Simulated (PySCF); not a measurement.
# C2H6BBr3S: NMR shieldings

Wanted: NMR shieldings for C2H6BBr3S (`C[S+](C)[B-](Br)(Br)Br`).

Programs: PySCF 2.14.0, with routines of our own; each step states its level. All values are computed. Atoms count from 0.

## Step 1: The starting structure

13 atoms, charge 0, multiplicity 1; geometry from: GFN2-xTB.

## Step 2: Geometry optimisation at PBE0-D3(BJ)/def2-SVP

The job: settings as JSON, then the geometry in Å.

```
{"job": {"xc": "PBE0", "basis": "def2-SVP", "d3": "d3bj", "grid": 1, "maxiter": 30, "shake": 0.01, "kind": "geom"}, "charge": 0, "multiplicity": 1}
C      0.694560    -1.546580     0.267950
S      0.099670     0.072080     0.904110
C      1.169060     1.190120    -0.034460
B     -1.804780     0.339400    -0.118430
Br    -2.300560     2.161670     0.363700
Br    -1.453660     0.067930    -2.011490
Br    -2.901820    -1.065490     0.716270
H      0.028760    -2.280860     0.657180
H      1.685440    -1.680480     0.635560
H      0.635100    -1.522370    -0.813290
H      0.854070     2.205950     0.186940
H      1.122990     0.980360    -1.083290
H      2.176990     1.061390     0.318920
```

Launch:

```bash
$ OMP_NUM_THREADS=1 python heavy_run.py task.json out
```

The driver reads the jobs from task.json and runs them one after another.

What it wrote:

```text
step   0  E = -8223.17218372  max force = 0.032511
step   1  E = -8223.17778503  max force = 0.017987
step   2  E = -8223.17905168  max force = 0.004417
step   3  E = -8223.17967403  max force = 0.001133
step   4  E = -8223.17968857  max force = 0.000214
optimisation converged
```

Run time: 1.9 min. Hardware: 1 thread of Arm Neoverse V2, shared host; peak memory 1.1 GiB.

Along the way:

| step | energy from step 0 (eV) | largest force component (eV/Å) |
| --- | --- | --- |
| 0 | 0.0000 | 1.6718 |
| 1 | -0.1524 | 0.9249 |
| 2 | -0.1869 | 0.2271 |
| 3 | -0.2038 | 0.0583 |
| 4 | -0.2042 | 0.0110 |

Distances of close pairs at the start and the end, largest changes first:

| bond | before (Å) | after (Å) | change (Å) |
| --- | --- | --- | --- |
| S1–B3 | 2.178 | 1.991 | -0.187 |
| B3–Br5 | 1.944 | 1.992 | +0.048 |
| C0–S1 | 1.838 | 1.799 | -0.039 |
| B3–Br4 | 1.949 | 1.987 | +0.038 |
| C0–H7 | 1.065 | 1.098 | +0.033 |
| C0–H8 | 1.065 | 1.098 | +0.032 |
| C2–H11 | 1.071 | 1.099 | +0.028 |
| C2–H12 | 1.076 | 1.098 | +0.022 |

The end geometry stands in the next job.

| at the end point | value |
| --- | --- |
| point group (found at 0.08 Å tolerance) | Cs |
| rotational constants (GHz, main isotopes) | 0.599, 0.591, 0.508 |
| dipole moment (D) | 6.21 |

## Step 3: NMR shieldings: PBE/pcSseg-1 Br:us-x2c-TZVPall-2c, spin–orbit

The job: settings as JSON, then the geometry in Å.

```
{"job": {"kind": "hnmr", "xc": "PBE", "basis": {"default": "pcSseg-1", "Br": "us-x2c-TZVPall-2c"}, "rel": "so"}, "charge": 0, "multiplicity": 1}
C      0.650483    -1.516731     0.265496
S      0.047633     0.079938     0.834316
C      1.158578     1.202547    -0.027514
B     -1.697374     0.305893    -0.097748
Br    -2.227128     2.157381     0.392206
Br    -1.427811     0.055619    -2.055543
Br    -2.831611    -1.103420     0.723608
H     -0.037015    -2.267860     0.675142
H      1.662773    -1.668866     0.661636
H      0.630211    -1.546711    -0.832919
H      0.798759     2.216743     0.188546
H      1.111332     1.008562    -1.108198
H      2.172393     1.064359     0.370071
```

Method: PBE/pcSseg-1 Br:us-x2c-TZVPall-2c GIAO NMR shielding, X2C with spin-orbit coupling, screened-nuclear two-electron part, Gaussian nuclei, gas phase.

What it wrote:

```text
spin-free SCF
coarse grid: 58688 points
cycle   1  E = -8321.3522140067  dE =  2.602e-01  |g| = 5.620e-01  |ddm| = 3.672e+00
cycle   2  E = -8321.3123387813  dE =  3.988e-02  |g| = 5.981e-01  |ddm| = 1.048e+00
cycle   3  E = -8321.3918514509  dE = -7.951e-02  |g| = 2.340e-01  |ddm| = 7.088e-01
cycle   4  E = -8321.4031488079  dE = -1.130e-02  |g| = 6.462e-02  |ddm| = 2.579e-01
cycle   5  E = -8321.4040069741  dE = -8.582e-04  |g| = 3.379e-02  |ddm| = 8.016e-02
cycle   6  E = -8321.4043057751  dE = -2.988e-04  |g| = 6.881e-03  |ddm| = 3.029e-02
cycle   7  E = -8321.4043168254  dE = -1.105e-05  |g| = 9.198e-04  |ddm| = 8.154e-03
cycle   8  E = -8321.4043169808  dE = -1.554e-07  |g| = 3.026e-04  |ddm| = 1.157e-03
final grid: 116824 points
cycle   9  E = -8321.4042030119  dE = -1.657e-07  |g| = 5.011e-04  |ddm| = 2.878e-03
cycle  10  E = -8321.4042029241  dE =  8.780e-08  |g| = 8.228e-04  |ddm| = 1.248e-03
cycle  11  E = -8321.4042030544  dE = -1.303e-07  |g| = 1.328e-04  |ddm| = 8.010e-04
cycle  12  E = -8321.4042030589  dE = -4.482e-09  |g| = 2.734e-05  |ddm| = 1.179e-04
converged SCF energy = -8321.4042030589
two-component SCF
cycle   1  E = -8321.2074361997  dE = -8.321e+03  |FDS-SDF| = 1.555e+01
cycle   2  E = -8321.6310429343  dE = -4.236e-01  |FDS-SDF| = 1.500e-02
cycle   3  E = -8321.6310428095  dE =  1.248e-07  |FDS-SDF| = 3.237e-03
cycle   4  E = -8321.6310411450  dE =  1.665e-06  |FDS-SDF| = 3.323e-03
cycle   5  E = -8321.6310434787  dE = -2.334e-06  |FDS-SDF| = 1.126e-03
cycle   6  E = -8321.6310437561  dE = -2.774e-07  |FDS-SDF| = 6.062e-05
cycle   7  E = -8321.6310437567  dE = -5.166e-10  |FDS-SDF| = 2.660e-05
converged, E = -8321.6310437567

Field gradients (au) and densities at the nuclei (bohr^-3)
atom        Vxx        Vyy        Vzz        centre      nuclear mean
  0 C     -0.1369    -0.1859     0.3228        114.424        114.424
  1 S      0.4485     1.5433    -1.9918       2352.155       2352.118
  2 C     -0.1371    -0.1863     0.3234        114.424        114.424
  3 B     -0.0218    -0.0278     0.0496         64.296         64.296
  4 Br    -2.2796    -2.9766     5.2562      39290.497      39261.942
  5 Br    -2.1785    -2.9344     5.1129      39290.464      39261.909
  6 Br    -2.2787    -2.9783     5.2569      39290.497      39261.941
  7 H     -0.1354    -0.1526     0.2880          0.370          0.370
  8 H     -0.1388    -0.1547     0.2935          0.375          0.375
  9 H     -0.1344    -0.1491     0.2835          0.370          0.370
 10 H     -0.1354    -0.1526     0.2879          0.370          0.370
 11 H     -0.1344    -0.1491     0.2835          0.370          0.370
 12 H     -0.1387    -0.1547     0.2934          0.375          0.375
without picture change
  4 Br                           5.4288                     60063.862
  5 Br                           5.2807                     60063.812
  6 Br                           5.4295                     60063.861

Core orbital energies (eV)
atom   shell        mean    spread
  1 S  1s        -2405.856   0.000
  1 S  2s         -212.452   0.000
  1 S  3s          -21.328   0.000
  1 S  2p1/2      -158.177   0.000
  1 S  2p3/2      -156.949   0.139
  4 Br 1s       -13302.032   0.000
  4 Br 2s        -1730.982   0.000
  4 Br 3s         -236.505   0.000
  4 Br 4s          -19.649   0.000
  4 Br 2p1/2     -1558.422   0.000
  4 Br 2p3/2     -1511.493   0.052
  4 Br 3p1/2      -176.584   0.000
  4 Br 3p3/2      -169.794   0.153
  4 Br 3d3/2       -65.968   0.160
  4 Br 3d5/2       -64.937   0.212
  5 Br 1s       -13302.080   0.000
  5 Br 2s        -1731.031   0.000
  5 Br 3s         -236.553   0.000
  5 Br 4s          -19.689   0.000
  5 Br 2p1/2     -1558.470   0.000
  5 Br 2p3/2     -1511.541   0.051
  5 Br 3p1/2      -176.632   0.000
  5 Br 3p3/2      -169.842   0.149
  5 Br 3d3/2       -66.016   0.155
  5 Br 3d5/2       -64.985   0.206
  6 Br 1s       -13302.034   0.000
  6 Br 2s        -1730.984   0.000
  6 Br 3s         -236.507   0.000
  6 Br 4s          -19.651   0.000
  6 Br 2p1/2     -1558.424   0.000
  6 Br 2p3/2     -1511.495   0.052
  6 Br 3p1/2      -176.586   0.000
  6 Br 3p3/2      -169.796   0.153
  6 Br 3d3/2       -65.970   0.160
  6 Br 3d5/2       -64.939   0.212

Shielding tensors (ppm)
atom      isotropic    diamagn.    paramagn.     s11        s22        s33       span
  0 C       154.27      253.06      -98.79     137.72     139.37     185.74      48.01
  1 S       449.37     1036.01     -586.63     379.40     473.83     494.89     115.49
  2 C       154.21      253.05      -98.84     137.48     139.42     185.72      48.24
  3 B       111.25      183.26      -72.01     105.34     108.45     119.97      14.63
  4 Br     2530.06     2987.06     -457.00    2220.02    2452.58    2917.58     697.56
  5 Br     2606.34     2987.47     -381.13    2295.68    2539.89    2983.46     687.78
  6 Br     2529.79     2987.06     -457.26    2220.13    2453.40    2915.85     695.72
  7 H        28.35       29.12       -0.77      21.97      28.52      34.55      12.58
  8 H        29.45       29.46       -0.01      24.37      26.07      37.91      13.54
  9 H        28.72       29.91       -1.19      23.52      30.01      32.62       9.10
 10 H        28.35       29.11       -0.76      21.99      28.50      34.56      12.57
 11 H        28.71       29.91       -1.20      23.49      30.04      32.60       9.10
 12 H        29.44       29.45       -0.01      24.37      26.05      37.90      13.53
```

Wall time 2.4 min (1 thread of Arm Neoverse V2, shared host); peak memory 1.7 GiB.

Key values:

| quantity | value |
| --- | --- |
| energy from spin-orbit coupling | -0.2268 Eh |

## Step 4: NMR shieldings: PBE/pcSseg-1 Br:us-x2c-TZVPall-2c, spin-free

Settings changed since step 3:

```diff
@@ -1,2 +1,2 @@
-{"job": {"kind": "hnmr", "xc": "PBE", "basis": {"default": "pcSseg-1", "Br": "us-x2c-TZVPall-2c"}, "rel": "so"}, "charge": 0, "multiplicity": 1}
+{"job": {"kind": "hnmr", "xc": "PBE", "basis": {"default": "pcSseg-1", "Br": "us-x2c-TZVPall-2c"}, "rel": "sf"}, "charge": 0, "multiplicity": 1}
 C      0.650483    -1.516731     0.265496
```

With the program's defaults for keys left out, this is: PBE/pcSseg-1 Br:us-x2c-TZVPall-2c GIAO NMR shielding, spin-free X2C, Gaussian nuclei, gas phase.

What it wrote:

```text
spin-free SCF
coarse grid: 58688 points
cycle   1  E = -8321.3522140067  dE =  2.602e-01  |g| = 5.620e-01  |ddm| = 3.672e+00
cycle   2  E = -8321.3123387813  dE =  3.988e-02  |g| = 5.981e-01  |ddm| = 1.048e+00
cycle   3  E = -8321.3918514509  dE = -7.951e-02  |g| = 2.340e-01  |ddm| = 7.088e-01
cycle   4  E = -8321.4031488079  dE = -1.130e-02  |g| = 6.462e-02  |ddm| = 2.579e-01
cycle   5  E = -8321.4040069741  dE = -8.582e-04  |g| = 3.379e-02  |ddm| = 8.016e-02
cycle   6  E = -8321.4043057751  dE = -2.988e-04  |g| = 6.881e-03  |ddm| = 3.029e-02
cycle   7  E = -8321.4043168254  dE = -1.105e-05  |g| = 9.198e-04  |ddm| = 8.154e-03
cycle   8  E = -8321.4043169808  dE = -1.554e-07  |g| = 3.026e-04  |ddm| = 1.157e-03
final grid: 116824 points
cycle   9  E = -8321.4042030119  dE = -1.657e-07  |g| = 5.011e-04  |ddm| = 2.878e-03
cycle  10  E = -8321.4042029241  dE =  8.780e-08  |g| = 8.228e-04  |ddm| = 1.248e-03
cycle  11  E = -8321.4042030544  dE = -1.303e-07  |g| = 1.328e-04  |ddm| = 8.010e-04
cycle  12  E = -8321.4042030589  dE = -4.482e-09  |g| = 2.734e-05  |ddm| = 1.179e-04
converged SCF energy = -8321.4042030589
check of the scalar solution
cycle   1  E = -8321.4042030589  dE = -8.321e+03  |FDS-SDF| = 2.734e-05
cycle   2  E = -8321.4042030582  dE =  7.258e-10  |FDS-SDF| = 5.988e-05
converged, E = -8321.4042030582

Field gradients (au) and densities at the nuclei (bohr^-3)
atom        Vxx        Vyy        Vzz        centre      nuclear mean
  0 C     -0.1369    -0.1860     0.3229        114.424        114.424
  1 S      0.4487     1.5430    -1.9918       2352.165       2352.128
  2 C     -0.1372    -0.1864     0.3235        114.424        114.424
  3 B     -0.0217    -0.0278     0.0495         64.295         64.295
  4 Br    -2.2818    -2.9802     5.2620      39287.823      39259.267
  5 Br    -2.1809    -2.9380     5.1189      39287.790      39259.234
  6 Br    -2.2809    -2.9819     5.2627      39287.822      39259.267
  7 H     -0.1354    -0.1526     0.2880          0.370          0.370
  8 H     -0.1388    -0.1547     0.2935          0.375          0.375
  9 H     -0.1344    -0.1491     0.2835          0.370          0.370
 10 H     -0.1353    -0.1526     0.2879          0.370          0.370
 11 H     -0.1343    -0.1491     0.2835          0.370          0.370
 12 H     -0.1387    -0.1547     0.2934          0.375          0.375
without picture change
  4 Br                           5.4368                     60064.398
  5 Br                           5.2889                     60064.347
  6 Br                           5.4375                     60064.397

Core orbital energies (eV)
atom   shell        mean    spread
  1 S  1s        -2405.858   0.000
  1 S  2s         -212.454   0.000
  1 S  3s          -21.330   0.000
  1 S  2p         -157.360   0.228
  4 Br 1s       -13302.236   0.000
  4 Br 2s        -1731.018   0.000
  4 Br 3s         -236.512   0.000
  4 Br 4s          -19.651   0.000
  4 Br 2p        -1526.887   0.081
  4 Br 3p         -172.020   0.240
  4 Br 3d          -65.353   0.239
  5 Br 1s       -13302.284   0.000
  5 Br 2s        -1731.066   0.000
  5 Br 3s         -236.560   0.000
  5 Br 4s          -19.691   0.000
  5 Br 2p        -1526.936   0.079
  5 Br 3p         -172.068   0.234
  5 Br 3d          -65.401   0.232
  6 Br 1s       -13302.238   0.000
  6 Br 2s        -1731.020   0.000
  6 Br 3s         -236.514   0.000
  6 Br 4s          -19.653   0.000
  6 Br 2p        -1526.889   0.081
  6 Br 3p         -172.022   0.240
  6 Br 3d          -65.355   0.239

Shielding tensors (ppm)
atom      isotropic    diamagn.    paramagn.     s11        s22        s33       span
  0 C       153.13      252.78      -99.65     136.60     139.06     183.74      47.14
  1 S       458.89     1050.98     -592.09     381.05     487.04     508.57     127.52
  2 C       153.07      252.76      -99.70     136.53     138.95     183.72      47.19
  3 B        77.99      182.41     -104.41      64.78      81.33      87.87      23.09
  4 Br     2229.02     3136.32     -907.30    1885.54    2122.51    2679.01     793.47
  5 Br     2308.65     3136.83     -828.18    1971.43    2209.91    2744.61     773.18
  6 Br     2228.76     3136.32     -907.56    1885.70    2123.36    2677.22     791.52
  7 H        28.34       29.12       -0.78      21.97      28.54      34.53      12.57
  8 H        29.32       29.45       -0.13      24.05      26.04      37.86      13.80
  9 H        28.63       29.92       -1.30      23.35      30.03      32.51       9.16
 10 H        28.35       29.12       -0.77      21.99      28.52      34.54      12.55
 11 H        28.62       29.93       -1.31      23.32      30.06      32.48       9.16
 12 H        29.31       29.45       -0.14      24.05      26.03      37.85      13.80
```

It took 47 s on 1 thread of Arm Neoverse V2, shared host; peak memory 1.5 GiB.

## Step 5: Shieldings side by side

| run | Br4 | Br6 | Br5 | B3 | S1 | C0 | C2 | time |
| --- | --- | --- | --- | --- | --- | --- | --- | --- |
| step 3, PBE/pcSseg-1 Br:us-x2c-TZVPall-2c, spin–orbit | 2530.1 | 2529.8 | 2606.3 | 111.3 | 449.4 | 154.3 | 154.2 | 2.4 min |
| step 4, PBE/pcSseg-1 Br:us-x2c-TZVPall-2c, spin-free | 2229.0 | 2228.8 | 2308.6 | 78.0 | 458.9 | 153.1 | 153.1 | 47 s |

## Step 6: What came out

| quantity | value |
| --- | --- |
| point group | Cs |
| rotational constants (main isotopes) | 0.60, 0.59, 0.51 GHz |
| energy from spin-orbit coupling (step 3, PBE/pcSseg-1 Br:us-x2c-TZVPall-2c, spin–orbit) | -0.2268 Eh |
| shieldings (step 3, PBE/pcSseg-1 Br:us-x2c-TZVPall-2c, spin–orbit) | C0 154.3, S1 449.4, C2 154.2, B3 111.3, Br4 2530.1, Br5 2606.3, Br6 2529.8 ppm |
| shieldings (step 4, PBE/pcSseg-1 Br:us-x2c-TZVPall-2c, spin-free) | C0 153.1, S1 458.9, C2 153.1, B3 78.0, Br4 2229.0, Br5 2308.6, Br6 2228.8 ppm |

**Reading.** Over 4 steps the energy fell by 0.204 eV; of the close pairs, S1–B3 changed most, 2.178 to 1.991 Å. No frequency check was run at this level, so the end point may be a saddle. Br4 (with its equivalent atoms) moves most between the runs, by 301 ppm; the labels say what changes from run to run.
